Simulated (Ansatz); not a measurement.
# AlBF3: the cost of one run

Program: Ansatz 0.2.0. Level of theory: DFT unrestricted wB97X-V, Gaussian basis cc-pV(T+d)Z, and further levels as typed in the inputs. These are calculated values, not measurements.

## 1. The system as given

Bond lengths: B1–Al2 2.082 Å, B1–F3 1.318 Å, B1–F4 1.345 Å, Al2–F5 1.672 Å. Angles: B1–Al2–F5 142.2°, Al2–B1–F3 119.9°, Al2–B1–F4 118.9°, F3–B1–F4 121.2°.

As a file:

```xyz
5

B     0.0162   -0.0061   -0.0053
Al   -0.0107    0.0087    2.0770
F     1.1674   -0.0076   -0.6468
F    -1.1525    0.0146   -0.6706
F     0.9968   -0.0038    3.4113
```

## 2. Relaxing the atoms: AlBF3

Input file input.yaml:

```yaml
relax:
  f_tol: 0.001
  max_steps: 200
crystal:
  periodic: [false, false, false]
  atoms:
    - { symbol: B, position_ang: [0.016243, -0.006118, -0.005282] }
    - { symbol: Al, position_ang: [-0.01073, 0.008654, 2.076985] }
    - { symbol: F, position_ang: [1.167448, -0.007612, -0.64681] }
    - { symbol: F, position_ang: [-1.152494, 0.014621, -0.670601] }
    - { symbol: F, position_ang: [0.996776, -0.003841, 3.411338] }
magnetization:
  spin_polarized: true
  initial_magnetization: 1
basis:
  gaussian: { orbitals: "cc-pV(T+d)Z.json" }
hamiltonian:
  xc: { name: wB97X-V }
```

The run is started by

```bash
$ ansatz run input.yaml --threads 4 --pin off --max-ram 8192MiB --backend cpu --events-out ev --progress --plain --runs-dir out
```

**Question.** How long does this run take on 4 threads of Arm Neoverse N1, shared host, and how much memory does it need?

About 4.7 min, with a peak of 0.57 GiB.
